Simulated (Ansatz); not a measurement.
This script makes an equation of state with a fit of KMgF3, space group Pm-3m with the Python package of Ansatz (0.2.0).

`eos.py`
```python
# -*- coding: utf-8 -*-
"""Equation of state of KMgF3."""

import ansatz as az
import numpy as np
from pymatgen.analysis.eos import EOS

TOLERANCE = 1e-09
CUTOFF_EV = 470
SMEARING = "fixed"
XC = "pbe"
KGRID = (6, 6, 6)

vectors0 = np.array([
    [3.9859, 0.0, 0.0],
    [0.0, 3.9859, 0.0],
    [0.0, 0.0, 3.9859],
])
sites = [
    ("K", [0.5, 0.5, 0.5]),
    ("Mg", [0.0, 0.0, 0.0]),
    ("F", [0.5, 0.0, 0.0]),
    ("F", [0.0, 0.5, 0.0]),
    ("F", [0.0, 0.0, 0.5]),
]


def build(cell):
    crystal = az.Crystal(lattice=az.Lattice.of(cell))
    for symbol, position in sites:
        crystal = crystal.atom(symbol, position)
    return crystal


def main():
    # scale the volume, keep shape and fractions
    volumes, energies = [], []
    for scale in np.linspace(0.92, 1.08, 7):
        cell = vectors0 * scale ** (1 / 3)
        model = build(cell).calculation()
        model = model.scf(tolerance=TOLERANCE)
        model = model.basis(CUTOFF_EV).occupations(SMEARING)
        model = model.functional(XC)
        model = model.kpoints(*KGRID)
        report = model.run().report
        volumes.append(abs(np.linalg.det(cell)) / len(sites))
        energies.append(report["free_energy_ev"] / len(sites))
        print(f"V = {volumes[-1]:8.4f} A^3/atom  F = {energies[-1]:.5f} eV/atom")

    for form in ["birch_murnaghan", "murnaghan", "pourier_tarantola"]:
        fit = EOS(eos_name=form).fit(volumes, energies)
        print(f"{form:18s} V0 {fit.v0:8.4f} A^3/atom  B0 {fit.b0_GPa:7.1f} GPa  B1 {fit.b1:5.2f}")


if __name__ == "__main__":
    main()
```

Its results, one of them left out:

| V (Å³/atom) | F less the lowest row shown (meV/atom) |
| --- | --- |
| 11.652 | 55.56 |
| 11.990 | 33.66 |
| 12.327 | 17.91 |
| 12.665 | 7.50 |
| 13.003 | 1.73 |
| 13.341 | 0.00 |
| 13.678 | ? |

What is the missing energy at 13.678 Å³ an atom?

A third-order Birch-Murnaghan fit, E = E0 + (9 V0 B0 / 16) [(t - 1)³ B' + (t - 1)² (6 - 4t)] with t = (V0/V)^(2/3), through the 6 rows shown gives V0 = 13.330 Å³, B0 = 66.1 GPa, B' = 4.43 and E0 = 0.00 meV. At V = 13.678 Å³, t = 0.98296, and the fit extrapolates to 1.79 meV. The run gave 1.79 meV, a miss of 0.00 meV.

The starting cell is as deposited in a crystallographic database; the results hold for this polymorph, which needn't be the stable one. The whole script took 11 s on 1 thread of Intel(R) Xeon(R) Processor @ 2.30GHz, on a shared host, peak memory 0.6 GiB.
